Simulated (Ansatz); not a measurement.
# CH5AgO: shape, modes and thermochemistry

Aim: relax CH5AgO from a cheap starting geometry, then compute its harmonic vibrations to see whether it is a minimum and to get the zero-point energy and entropy.

Program: Ansatz 0.2.0, Gaussian basis. Level of theory: RKS PBE0-D4/def2-TZVP. These are calculated values, not measurements.

The runs, in order: relaxation at PBE0-D4/def2-TZVP; harmonic vibrations at the same level.

1 further run of the same task is left out (set aside as unsound or not needed).

### Step 1. The starting structure

SMILES `[CH3][Ag-][OH2+]`, 8 atoms, charge 0, spin multiplicity 1.

Atoms are counted from 1 here; the program's logs count them from 0.

Bond lengths: C1–Ag2 2.154 Å, C1–H4 1.094 Å, C1–H5 1.094 Å, C1–H6 1.094 Å, Ag2–O3 2.416 Å, O3–H7 0.958 Å, O3–H8 0.958 Å. Angles: Ag2–C1–H4 113.0°, Ag2–C1–H5 112.7°, Ag2–C1–H6 112.9°, H4–C1–H5 105.9°, H4–C1–H6 105.8°, H5–C1–H6 105.9°, C1–Ag2–O3 178.9°, Ag2–O3–H7 124.9°, Ag2–O3–H8 125.0°, H7–O3–H8 108.2°.

The start is a GFN2-xTB geometry. Ag takes the def2 core potential; no spin-orbit term is included.

### Step 2. Optimising with PBE0-D4/def2-TZVP

in.yaml

```yaml
crystal:
  periodic: [false, false, false]
  atoms:
    - {symbol: C, position_ang: [-1.044250, 1.597280, -0.449590]}
    - {symbol: Ag, position_ang: [0.134950, -0.127130, 0.075180]}
    - {symbol: O, position_ang: [1.423670, -2.088600, 0.648400]}
    - {symbol: H, position_ang: [-0.558040, 2.236990, -1.191510]}
    - {symbol: H, position_ang: [-2.016050, 1.331350, -0.874960]}
    - {symbol: H, position_ang: [-1.258930, 2.242940, 0.406590]}
    - {symbol: H, position_ang: [1.114060, -2.804690, 1.204780]}
    - {symbol: H, position_ang: [2.204580, -2.388130, 0.181110]}
basis:
  gaussian: {orbitals: def2-TZVP}
hamiltonian: {xc: pbe0, dispersion: d4}
relax: {f_tol: 0.005, max_steps: 150}
```

The run is started by

```bash
ansatz run in.yaml --threads 2 --pin off --events-out ev --progress --plain --max-ram 32768MiB --backend cpu
```

Further steps of the session: Vibrations by finite differences.

**Question.** What will the summary of the whole plan be? Wanted: point group; shift from the start; total energy; dispersion term; dipole moment; lowest, highest wavenumber.

**Answer**, as computed:

```
                  quantity          value
               point group             C1
                     steps              8
shift from the start (rms)        0.212 Å
              total energy  -7162.9814 eV
           dispersion term        -89 meV
             dipole moment         5.41 D
lowest, highest wavenumber  -3, 3929 cm⁻¹
```

What this shows: The relaxed geometry lies 0.21 Å (rms) from the start; the bond that changed most is Ag2–O3, from 2.416 to 2.270 Å. One or more small negative wavenumbers (down to -3 cm⁻¹) point to a very flat motion, so a minimum isn't proven. The stiffest mode, 3929 cm⁻¹, is an O–H stretch. Harmonic hybrid wavenumbers usually lie a few per cent above measured fundamentals. The largest Mulliken charge, -0.68 e, sits on C1.
